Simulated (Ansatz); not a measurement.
# C3H4Ga radical: how energies converge with the basis set

The task here is to estimate one member of a computed series from the others.

Computed with Ansatz 0.2.0, Gaussian basis. Level: one geometry, several basis sets.

Plan: PBE0-D4/def2-SVP; ωB97M-V/def2-SVP; PBE0-D4/def2-QZVPP; ωB97M-V/def2-QZVPP; the functionals' def2-TZVPP values are taken from earlier runs.

### The relaxed structure

An earlier PBE0-D4 in a triple-zeta def2 set relaxation fixed the geometry.

SMILES `C#[C][Ga][CH3]`, 8 atoms, charge 0, spin multiplicity 2.

Atoms are counted from 1 here; the program's logs count them from 0.

Bond lengths: C1–C2 1.212 Å, C1–H5 1.067 Å, C2–Ga3 1.937 Å, Ga3–C4 1.985 Å, C4–H6 1.093 Å, C4–H7 1.093 Å, C4–H8 1.088 Å. Angles: C2–C1–H5 179.2°, C1–C2–Ga3 173.6°, C2–Ga3–C4 118.5°, Ga3–C4–H6 108.1°, Ga3–C4–H7 108.0°, Ga3–C4–H8 112.8°, H6–C4–H7 108.4°, H6–C4–H8 109.7°, H7–C4–H8 109.7°.

The first run:

The input, in.yaml:

```yaml
crystal:
  periodic: [false, false, false]
  atoms:
    - {symbol: C, position_ang: [2.367583, -1.001668, 0.967187]}
    - {symbol: C, position_ang: [1.344078, -0.856061, 0.334216]}
    - {symbol: Ga, position_ang: [-0.242337, -0.809960, -0.776862]}
    - {symbol: C, position_ang: [-1.498918, 0.712798, -0.570788]}
    - {symbol: H, position_ang: [3.265339, -1.117012, 1.531352]}
    - {symbol: H, position_ang: [-1.833036, 0.738503, 0.469884]}
    - {symbol: H, position_ang: [-0.950246, 1.635296, -0.779063]}
    - {symbol: H, position_ang: [-2.360263, 0.641005, -1.231724]}
basis:
  gaussian: {orbitals: def2-SVP}
magnetization: {spin_polarized: true, initial_magnetization: 1}
hamiltonian: {xc: pbe0, dispersion: d4}
output: {orbitals: {seedname: orbitals}}
```

Run with:

```
> ansatz run in.yaml --threads 2 --pin off --events-out ev --progress --plain --max-ram 32768MiB --backend cpu
```

Steps of the session up to this table: PBE0-D4 in def2-SVP; ωB97M-V in def2-SVP; PBE0-D4 in def2-QZVPP; ωB97M-V in def2-QZVPP.

One of the session's tables, all rows but one given; the rest of the session is left out.

It belongs to the step «Density functionals: the series». 

| functional | basis | HOMO (eV) | LUMO (eV) |
| --- | --- | --- | --- |
| PBE0-D4 | def2-SVP | -5.40 | -2.30 |
| PBE0-D4 | def2-TZVPP | -5.47 | -2.35 |
| PBE0-D4 | def2-QZVPP | -5.49 | -2.39 |
| ωB97M-V | def2-SVP | -7.36 | -0.64 |
| ωB97M-V | def2-TZVPP | -7.42 | -0.69 |
| ωB97M-V | def2-QZVPP | ? | ? |

Q: Estimate the row for ωB97M-V, def2-QZVPP from the others.

As computed: HOMO (eV): -7.45; LUMO (eV): -0.80. In the column «HOMO (eV)» it is the lowest.
